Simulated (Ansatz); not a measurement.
# Li4GePb: the cost of one run

Computed with Ansatz 0.2.0 (DFT PBE, scalar-relativistic, plane waves, PAW, unless a step's input says otherwise).

## 1. The system as given

Symmetry: P4/nmm, No. 129, tetragonal system. The conventional cell has a = 6.473 Å, b = 6.473 Å, c = 4.595 Å, α = 90.00°, β = 90.00°, γ = 90.00°. Around Li (site symmetry m) lie 1 Ge at 1.17 Å. Around Ge (site symmetry -4m2) lie 4 Li at 1.17 Å. Pb (site symmetry 4mm) is surrounded by 4 Li at 2.72 Å.

As a file:

```xyz
12
Lattice="6.4729 0.0000 0.0000 0.0000 6.4729 0.0000 0.0000 0.0000 4.5952" Properties=species:S:1:pos:R:3 pbc="T T T"
Li    0.0000    0.9515    0.6755
Li    2.2849    3.2364    0.6755
Li    0.0000    5.5214    0.6755
Li    4.1880    3.2364    0.6755
Li    3.2364    2.2849    3.9197
Li    5.5214    0.0000    3.9197
Li    3.2364    4.1880    3.9197
Li    0.9515    0.0000    3.9197
Ge    0.0000    0.0000    0.0000
Ge    3.2364    3.2364    0.0000
Pb    0.0000    3.2364    2.1598
Pb    3.2364    0.0000    2.4355
```

(A quick probe on a coarse mesh, which set the mesh and smearing, is not shown.)

## 3. Coarse relaxation

The input, input.yaml:

```yaml
crystal:
  lattice:
    - [6.4728819275, 0.0, 0.0]
    - [0.0, 6.4728819275, 0.0]
    - [0.0, 0.0, 4.5952350931]
  atoms:
    - { symbol: Li, position: [0.0, 0.147, 0.147] }
    - { symbol: Li, position: [0.353, 0.5, 0.147] }
    - { symbol: Li, position: [0.0, 0.853, 0.147] }
    - { symbol: Li, position: [0.647, 0.5, 0.147] }
    - { symbol: Li, position: [0.5, 0.353, 0.853] }
    - { symbol: Li, position: [0.853, 0.0, 0.853] }
    - { symbol: Li, position: [0.5, 0.647, 0.853] }
    - { symbol: Li, position: [0.147, 0.0, 0.853] }
    - { symbol: Ge, position: [0.0, 0.0, 0.0] }
    - { symbol: Ge, position: [0.5, 0.5, 0.0] }
    - { symbol: Pb, position: [0.0, 0.5, 0.47] }
    - { symbol: Pb, position: [0.5, 0.0, 0.53] }
basis:
  ecutwfc: 420
kpoints:
  mp_grid: { grid: [4, 4, 4] }
hamiltonian:
  xc: pbe
scf:
  occupations: { method: gaussian, width: 0.1 }
  lower_state_search: "off"
output:
  forces: true
  stress: true
  eigenvalues: true
relax:
  adjacent_minimum: "off"
  f_tol: 0.04
  max_steps: 70
  cell: { stress_tol: 0.4 }
```

Run with:

```sh
$ ansatz run input.yaml --threads 1 --pin off --max-ram 2560MiB --backend cpu --events-out ev --progress --plain --runs-dir out
```

**Question.** How long does this run take on 1 thread of Arm Neoverse V2, shared host, and how much memory does it need?

About 5.9 min, with a peak of 0.59 GiB.
